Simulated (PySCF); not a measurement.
**Antimony: the same states on changed settings**

The task here is to estimate one member of a computed series from the others.

Method: unrestricted determinants in a Gaussian basis, no spin-orbit coupling in the energies. Code: PySCF 2.14.0.

## What is computed

| Property | Result |
| --- | --- |
| Element | antimony (Z = 51) |
| Basis | def2-TZVP with the def2 core potential (28 electrons) (6s5p3d2f, 50 functions) |
| Hamiltonian | scalar relativity through the core potential |
| State 1 | Sb⁺: [Kr] 4d10 5s2 5p2, high-spin 3P determinant |
| State 2 | Sb²⁺: [Kr] 4d10 5s2 5p1, 2P determinant |
| Methods | UHF, PBE0, r2SCAN, MP2, CCSD(T) |
| Core shells frozen in the correlated runs | valence: 4s2 4p6 4d10 (for Sb⁺) |

Outer shells as boxes (Hund's rule):

Sb+ [Kr] 4d10 5s2 5p2
```
[Kr] core
4d [↑↓][↑↓][↑↓][↑↓][↑↓]
5s [↑↓]
5p [↑ ][↑ ][  ]
```

Sb2+ [Kr] 4d10 5s2 5p1
```
[Kr] core
4d [↑↓][↑↓][↑↓][↑↓][↑↓]
5s [↑↓]
5p [↑ ][  ][  ]
```

The sound run (def2-TZVP with ECP28, scalar relativity through the core potential, symmetry-adapted start, fine grid, valence correlation) gave:

```
species             method  energy (hartree)
    Sb⁺                UHF        -238.96183
    Sb⁺               PBE0        -239.89061
    Sb⁺             r2SCAN        -239.97385
    Sb⁺      MP2 (valence)        -239.00739
    Sb⁺  CCSD(T) (valence)        -239.02197
   Sb²⁺                UHF        -238.37352
   Sb²⁺               PBE0        -239.28314
   Sb²⁺             r2SCAN        -239.36195
   Sb²⁺      MP2 (valence)        -238.40771
   Sb²⁺  CCSD(T) (valence)        -238.42021
```

One driver process ran all states and methods and kept the integrals in memory. Each run is shown as a PySCF script that sums up its settings (the driver passes frozen orbitals as a list and adds second-order terms of double hybrids); the logs are those of the runs themselves.

The first run:

It was started by

```bash
$ OMP_NUM_THREADS=1 python atomrun2.py TASK.json OUT
```

The input, input.py:

```python
from pyscf import gto, scf, dft, mp, cc
import basis_set_exchange as bse
txt = bse.get_basis("def2-TZVP", elements=["Sb"], fmt="nwchem", header=False)
cut = txt.index("\nECP")
mol = gto.M(atom="Sb 0 0 0", charge=1, spin=2, symmetry="D2h",
            basis=gto.basis.parse(txt[:cut]),
            ecp={"Sb": gto.basis.parse_ecp(txt[cut:])})
mf = scf.UHF(mol)
mf.irrep_nelec = {'Ag': (4, 4), 'B1g': (1, 1), 'B2g': (1, 1), 'B3g': (1, 1), 'B1u': (2, 1), 'B2u': (2, 1), 'B3u': (1, 1)}
mf.init_guess = "minao"
mf.max_cycle = 50
mf.kernel()
```

Among the steps run: Changed run, Sb⁺; Changed run, Sb²⁺.

One table of the session follows, with a row left open; its other results are not shown here.

Ionisation energy of Sb⁺:

| method | sound run (eV) |
| --- | --- |
| UHF | 16.009 |
| PBE0 | 16.530 |
| r2SCAN | ? |
| MP2 | 16.318 |
| SCS-MP2 | 16.255 |
| CCSD | 16.353 |
| CCSD(T) | 16.375 |

**Question.** Estimate the row for r2SCAN.

As computed: sound run (eV): 16.651. In the column «sound run (eV)» it is the highest.
